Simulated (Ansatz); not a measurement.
# Ta3TiN4: the cost of one run

Program: Ansatz 0.2.0. Level of theory: DFT PBE, scalar-relativistic, plane waves, PAW. These are calculated values, not measurements.

2 further runs of the same task are left out: 1 that didn't finish, 1 set aside as unsound or not needed.

## (1) The starting structure

The structure is tetragonal, space group P4/mmm (No. 123). Conventional cell: a = 3.343 Å, b = 3.343 Å, c = 9.456 Å, α = 90.00°, β = 90.00°, γ = 90.00°. Ti (site symmetry 4/mmm) has 6 N at 2.36 Å as nearest neighbours. Around Ta (site symmetry 4/mmm) lie 6 N at 2.36 Å. Ta (site symmetry 4mm) has 6 N at 2.36 Å as nearest neighbours. N (site symmetry 4mm) has 5 Ta at 2.36 Å and 1 Ti at 2.36 Å as nearest neighbours. N (site symmetry 4/mmm) has 6 Ta at 2.36 Å as nearest neighbours. Around N (site symmetry 4/mmm) lie 4 Ti at 2.36 Å and 2 Ta at 2.36 Å.

Structure file:

```
CELL_PARAMETERS angstrom
3.34308 0.00000 0.00000
0.00000 3.34308 0.00000
0.00000 0.00000 9.45566
ATOMIC_POSITIONS crystal
Ti 0.00000 0.00000 0.50000
Ta 0.00000 0.00000 0.00000
Ta 0.50000 0.50000 0.25000
Ta 0.50000 0.50000 0.75000
N 0.00000 0.00000 0.75000
N 0.50000 0.50000 0.00000
N 0.00000 0.00000 0.25000
N 0.50000 0.50000 0.50000
```

The start is an ordering of an alloy on its end members' structure types: elements ordered on the sites of the TaN type, Ti/Ta on Ta (P4/mmm, No. 123).

## (2) A first look at the guess

Contents of input.yaml:

```yaml
crystal:
  lattice:
    - [3.34308237, 0.0, 0.0]
    - [0.0, 3.34308237, 0.0]
    - [0.0, 0.0, 9.45566486]
  atoms:
    - { symbol: Ti, position: [0.0, 0.0, 0.5], spin: 1.0 }
    - { symbol: Ta, position: [0.0, 0.0, 0.0] }
    - { symbol: Ta, position: [0.5, 0.5, 0.25] }
    - { symbol: Ta, position: [0.5, 0.5, 0.75] }
    - { symbol: "N", position: [0.0, 0.0, 0.75] }
    - { symbol: "N", position: [0.5, 0.5, 0.0] }
    - { symbol: "N", position: [0.0, 0.0, 0.25] }
    - { symbol: "N", position: [0.5, 0.5, 0.5] }
basis:
  ecutwfc: 420
kpoints:
  mp_grid: { grid: [6, 6, 2] }
hamiltonian:
  xc: pbe
scf:
  occupations: { method: gaussian, width: 0.1 }
  lower_state_search: "off"
output:
  forces: true
  stress: true
  eigenvalues: true
  populations: true
magnetization:
  spin_polarized: true
```

On the command line:

```
$ ansatz run input.yaml --threads 1 --pin off --max-ram 2560MiB --backend cpu --events-out ev --progress --plain --runs-dir out
```

What time and memory should one allow on 1 thread of AMD EPYC (Zen 3), shared host?

About 42 s, with a peak of 0.48 GiB.
